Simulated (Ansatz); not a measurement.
# CH3KS (SMILES C[S][K]): functionals against CCSD(T) at one geometry

The task here is to estimate one member of a computed series from the others.

Method: single points in def2-TZVPP; program: Ansatz 0.2.0, Gaussian basis.

Correlated methods freeze the cores. The outer core shell of Li, Na, Mg and K is correlated.

**The system as given**

SMILES `C[S][K]`, 6 atoms, charge 0, spin multiplicity 1.

Atoms are counted from 1 here; the program's logs count them from 0.

Bond lengths: C1–S2 1.944 Å, C1–H4 1.073 Å, C1–H5 1.137 Å, C1–H6 1.081 Å, S2–K3 2.995 Å. Angles: S2–C1–H4 108.3°, S2–C1–H5 111.4°, S2–C1–H6 100.7°, H4–C1–H5 111.7°, H4–C1–H6 111.4°, H5–C1–H6 112.8°, C1–S2–K3 117.6°.

As a file:

```
C    -0.5336    0.4885   -0.4298
S    -0.0805   -1.2853    0.2253
K     2.4509   -1.5797    1.7978
H    -1.4832    0.4322   -0.9272
H     0.2765    0.8963   -1.1156
H    -0.6070    1.0333    0.5009
```

Set-up of the first run:

File run/in.yaml:

```yaml
crystal:
  periodic: [false, false, false]
  atoms:
    - {symbol: C, position_ang: [-0.533600, 0.488500, -0.429800]}
    - {symbol: S, position_ang: [-0.080500, -1.285300, 0.225300]}
    - {symbol: K, position_ang: [2.450900, -1.579700, 1.797800]}
    - {symbol: H, position_ang: [-1.483200, 0.432200, -0.927200]}
    - {symbol: H, position_ang: [0.276500, 0.896300, -1.115600]}
    - {symbol: H, position_ang: [-0.607000, 1.033300, 0.500900]}
basis:
  gaussian: {orbitals: def2-TZVPP}
correlation: {method: ccsd_t}
output: {forces: true}
```

On the command line:

```
$ ansatz run in.yaml --threads 4 --pin off --events-out ev --progress --plain --max-ram 5222MiB
```

Among the steps run: CCSD(T)/def2-TZVPP; PBE0-D4/def2-TZVPP; wB97M-V/def2-TZVPP; r2SCAN-D4/def2-TZVPP; PBE-D4/def2-TZVPP; BHLYP-D4/def2-TZVPP; LC-wPBE/def2-TZVPP.

One table of the session follows, with a row left open; its other results are not shown here.

```
   method  RMS force component (eV/Å)  angle to CCSD(T) forces (°)  dipole (D)
  CCSD(T)                       0.711                    reference       10.83
  PBE0-D4                       0.768                          4.3       10.35
  wB97M-V                           ?                            ?           ?
r2SCAN-D4                       0.711                          1.6       10.44
   PBE-D4                       0.704                          8.1        9.50
 BHLYP-D4                       0.774                         10.3       10.66
  LC-wPBE                       0.861                          9.3       11.06
```

Q: Estimate the row for wB97M-V from the others.

As computed: RMS force component (eV/Å): 0.755; angle to CCSD(T) forces (°): 4.0; dipole (D): 10.62. In the column «RMS force component (eV/Å)» it lies between r2SCAN-D4 (0.711) and PBE0-D4 (0.768).
